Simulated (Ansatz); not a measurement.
**CH7FOSi2: one species, many methods**

An exercise on one series of results from a longer session: the logs are not shown, and one member is left open.

The runs use Ansatz 0.2.0, Gaussian basis; functionals in def2-TZVPP, the program's frozen cores in correlated methods.

Plan: PBE-D4, r2SCAN-D4, PBE0-D4, B3LYP-D4, ωB97X-V, ωB97M-V, B2PLYP; CCSD(T)/def2-TZVPP; MP2/def2-QZVPP; extrapolation to the limit.

## The geometry

The geometry comes from an earlier relaxation with PBE0-D4 in a triple-zeta def2 set; it is a stationary point, not always the lowest conformer.

SMILES `OC(F)[SiH2][SiH3]`, 12 atoms, charge 0, spin multiplicity 1.

Atoms are counted from 1 here; the program's logs count them from 0.

Bond lengths: O1–C2 1.376 Å, O1–H6 0.964 Å, C2–F3 1.400 Å, C2–Si4 1.918 Å, C2–H7 1.099 Å, Si4–Si5 2.339 Å, Si4–H8 1.485 Å, Si4–H9 1.488 Å, Si5–H10 1.489 Å, Si5–H11 1.488 Å, Si5–H12 1.486 Å. Angles: C2–O1–H6 109.6°, O1–C2–F3 109.9°, O1–C2–Si4 109.4°, O1–C2–H7 111.8°, F3–C2–Si4 108.7°, F3–C2–H7 104.9°, Si4–C2–H7 112.0°, C2–Si4–Si5 109.0°, C2–Si4–H8 108.3°, C2–Si4–H9 107.7°, Si5–Si4–H8 111.7°, Si5–Si4–H9 110.6°, H8–Si4–H9 109.5°, Si4–Si5–H10 109.8°, Si4–Si5–H11 109.9°, Si4–Si5–H12 110.7°, H10–Si5–H11 108.5°, H10–Si5–H12 109.0° and more.

Set-up of the first run:

Input file in.yaml:

```yaml
crystal:
  periodic: [false, false, false]
  atoms:
    - {symbol: O, position_ang: [-0.211295, 1.438869, 2.125551]}
    - {symbol: C, position_ang: [0.346771, 0.981597, 0.953962]}
    - {symbol: F, position_ang: [1.544262, 0.310327, 1.226329]}
    - {symbol: Si, position_ang: [-0.862955, -0.240909, 0.105033]}
    - {symbol: Si, position_ang: [0.238155, -1.292500, -1.671053]}
    - {symbol: H, position_ang: [0.316719, 2.166695, 2.471719]}
    - {symbol: H, position_ang: [0.632216, 1.808388, 0.288531]}
    - {symbol: H, position_ang: [-1.324269, -1.220969, 1.121517]}
    - {symbol: H, position_ang: [-2.024820, 0.545314, -0.391740]}
    - {symbol: H, position_ang: [0.831625, -0.267433, -2.572605]}
    - {symbol: H, position_ang: [-0.729206, -2.106872, -2.455213]}
    - {symbol: H, position_ang: [1.319895, -2.177906, -1.168132]}
basis:
  gaussian: {orbitals: def2-TZVPP}
hamiltonian: {xc: pbe, dispersion: d4}
output: {forces: true, orbitals: {seedname: orbitals}}
```

Launch:

```sh
$ ansatz run in.yaml --threads 4 --pin off --events-out ev --progress --plain --max-ram 10444MiB
```

Steps of the session up to this table: PBE-D4 (GGA); r2SCAN-D4 (meta-GGA); PBE0-D4 (hybrid); B3LYP-D4 (hybrid); ωB97X-V (range-separated); ωB97M-V (range-separated); B2PLYP (double hybrid); CCSD(T) in def2-TZVPP; MP2 in def2-QZVPP.

One table of the session follows, with a row left open; its other results are not shown here.

It belongs to the step «Atomisation energies». 

```
            method  atomisation energy (eV)
            PBE-D4                   41.333
         r2SCAN-D4                   40.966
           PBE0-D4                   40.630
          B3LYP-D4                   40.830
           ωB97X-V                   41.221
           ωB97M-V                        ?
            B2PLYP                   40.319
     HF/def2-TZVPP                   29.538
    MP2/def2-TZVPP                   40.184
   CCSD/def2-TZVPP                   39.301
CCSD(T)/def2-TZVPP                   39.848
           MP2/CBS                   41.321
       CCSD(T)/CBS                   40.985
```

**Question.** Estimate the row for ωB97M-V.

The run gave: atomisation energy (eV): 40.988. In the column «atomisation energy (eV)» it lies between CCSD(T)/CBS (40.985) and ωB97X-V (41.221).
